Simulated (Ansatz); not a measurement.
**GeCl2: ionisation energy by level of theory**

An exercise on one series of results from a longer session: the logs are not shown, and one member is left open.

Method: unrestricted cation, the program's frozen cores in correlated methods; program: Ansatz 0.2.0, Gaussian basis.

The runs, in order: UKS PBE-D4/def2-TZVPP; UKS r2SCAN-D4/def2-TZVPP; UKS PBE0-D4/def2-TZVPP; UKS B3LYP-D4/def2-TZVPP; UKS wB97X-V/def2-TZVPP; UKS wB97M-V/def2-TZVPP; UKS B2PLYP/def2-TZVPP; UHF-CCSD(T)/def2-TZVPP; UHF-MP2/def2-QZVPP; extrapolation to the limit; then −ε(HOMO) from the neutral's earlier runs with LDA (SPW92), PBE-D4, revPBE-D4, BLYP-D4, r2SCAN-D4, B97M-V, PBE0-D4, B3LYP-D4, r2SCANh-D4, r2SCAN0-D4, HSE06-D4, BHLYP-D4, CAM-B3LYP-D4, LC-ωPBE, ωB97X-V, ωB97M-V.

### Structure used throughout

An earlier PBE0-D4 in a triple-zeta def2 set relaxation fixed the geometry.

SMILES `[Cl][Ge][Cl]`, 3 atoms, charge 0, spin multiplicity 1.

Atoms are counted from 1 here; the program's logs count them from 0.

Bond lengths: Cl1–Ge2 2.182 Å, Ge2–Cl3 2.182 Å. Angles: Cl1–Ge2–Cl3 100.0°.

Set-up of the first run:

in.yaml reads:

```yaml
crystal:
  periodic: [false, false, false]
  atoms:
    - {symbol: Cl, position_ang: [-0.033769, -1.705492, 0.414289]}
    - {symbol: Ge, position_ang: [-0.429570, 0.039105, -0.834308]}
    - {symbol: Cl, position_ang: [0.452339, 1.601588, 0.406719]}
basis:
  gaussian: {orbitals: def2-TZVPP}
total_charge: 1
magnetization: {spin_polarized: true, initial_magnetization: 1}
hamiltonian: {xc: pbe, dispersion: d4}
```

Launch:

```
> ansatz run in.yaml --threads 4 --pin off --events-out ev --progress --plain --max-ram 10444MiB
```

Steps of the session up to this table: Cation, UKS PBE-D4/def2-TZVPP; Cation, UKS r2SCAN-D4/def2-TZVPP; Cation, UKS PBE0-D4/def2-TZVPP; Cation, UKS B3LYP-D4/def2-TZVPP; Cation, UKS wB97X-V/def2-TZVPP; Cation, UKS wB97M-V/def2-TZVPP; Cation, UKS B2PLYP (frozen core)/def2-TZVPP; Cation, UHF-CCSD(T)/def2-TZVPP; Cation, UHF-MP2/def2-QZVPP.

One of the session's tables, all rows but one given; the rest of the session is left out.

It belongs to the step «Ionisation energies side by side». For comparison, −ε(HOMO) of the neutral from earlier runs:

| functional | −ε(HOMO) (eV) |
| --- | --- |
| LDA (SPW92) | 7.17 |
| PBE-D4 | 6.99 |
| revPBE-D4 | 6.93 |
| BLYP-D4 | 6.85 |
| r2SCAN-D4 | 7.30 |
| B97M-V | 7.26 |
| PBE0-D4 | 8.11 |
| B3LYP-D4 | ? |
| r2SCANh-D4 | 7.70 |
| r2SCAN0-D4 | 8.31 |
| HSE06-D4 | 7.71 |
| BHLYP-D4 | 9.09 |
| CAM-B3LYP-D4 | 9.37 |
| LC-ωPBE | 10.63 |
| ωB97X-V | 10.30 |
| ωB97M-V | 10.17 |

Estimate the missing values for B3LYP-D4.

Worked estimate for «−ε(HOMO) (eV)». Against the share of exact exchange, BLYP-D4 (0, 6.85), BHLYP-D4 (0.5, 9.09) give a slope of 4.48 per unit share; at 0.2 the line stands at 7.75.

**Answer.** −ε(HOMO) (eV): 7.91. In «−ε(HOMO) (eV)» the line misses by -0.16.

To keep in mind: The cation may have settled in a state other than its lowest; no search over hole states beyond the program's own was made.
